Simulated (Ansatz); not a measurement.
# C2H5AlGe: the cost of one run

Program: Ansatz 0.2.0, Gaussian basis. Level of theory: the settings change from run to run. These are calculated values, not measurements.

## 1. The molecule

The structure was relaxed beforehand with PBE0-D4 in a triple-zeta def2 set.

SMILES `[CH]1=[CH][GeH2][AlH]1`, 9 atoms, charge 0, spin multiplicity 1.

Atoms are counted from 1 here; the program's logs count them from 0.

Bond lengths: C1–C2 1.352 Å, C1–Al4 1.941 Å, C1–H5 1.089 Å, C2–Ge3 1.986 Å, C2–H6 1.092 Å, Ge3–Al4 2.450 Å, Ge3–H7 1.544 Å, Ge3–H8 1.544 Å, Al4–H9 1.589 Å. Angles: C2–C1–Al4 101.0°, C2–C1–H5 120.6°, Al4–C1–H5 138.3°, C1–C2–Ge3 111.5°, C1–C2–H6 122.5°, Ge3–C2–H6 126.0°, C2–Ge3–Al4 69.9°, C2–Ge3–H7 112.2°, C2–Ge3–H8 112.3°, Al4–Ge3–H7 124.3°, Al4–Ge3–H8 124.4°, H7–Ge3–H8 106.6°, C1–Al4–Ge3 77.7°, C1–Al4–H9 135.2°, Ge3–Al4–H9 147.1°.

Coordinates:

```
C    -0.3246    1.3345   -0.1142
C     0.8209    0.6346   -0.2748
Ge    0.5407   -1.3039    0.0561
Al   -1.5607   -0.0827    0.3681
H    -0.3413    2.4135   -0.2625
H     1.7647    1.1094   -0.5526
H     0.8732   -2.1610   -1.1838
H     1.4203   -1.8350    1.2079
H    -3.1046   -0.1559    0.7386
```

## 2. B2GP-PLYP/x2c-TZVPPall

in.yaml reads:

```yaml
crystal:
  periodic: [false, false, false]
  atoms:
    - {symbol: C, position_ang: [-0.324611, 1.334495, -0.114201]}
    - {symbol: C, position_ang: [0.820919, 0.634643, -0.274819]}
    - {symbol: Ge, position_ang: [0.540681, -1.303865, 0.056069]}
    - {symbol: Al, position_ang: [-1.560731, -0.082660, 0.368119]}
    - {symbol: H, position_ang: [-0.341307, 2.413503, -0.262479]}
    - {symbol: H, position_ang: [1.764707, 1.109364, -0.552602]}
    - {symbol: H, position_ang: [0.873176, -2.161048, -1.183755]}
    - {symbol: H, position_ang: [1.420319, -1.834976, 1.207879]}
    - {symbol: H, position_ang: [-3.104552, -0.155854, 0.738589]}
basis:
  gaussian: {orbitals: x2c-TZVPPall}
hamiltonian: {xc: {name: B2GP-PLYP}}
output: {forces: true}
```

Launch:

```
$ ansatz run in.yaml --threads 2 --pin off --events-out ev --progress --plain --max-ram 4352MiB
```

**Question.** How long does this run take on 2 threads of Arm Neoverse V2, shared host, and how much memory does it need?

About 19 s, with a peak of 0.71 GiB.
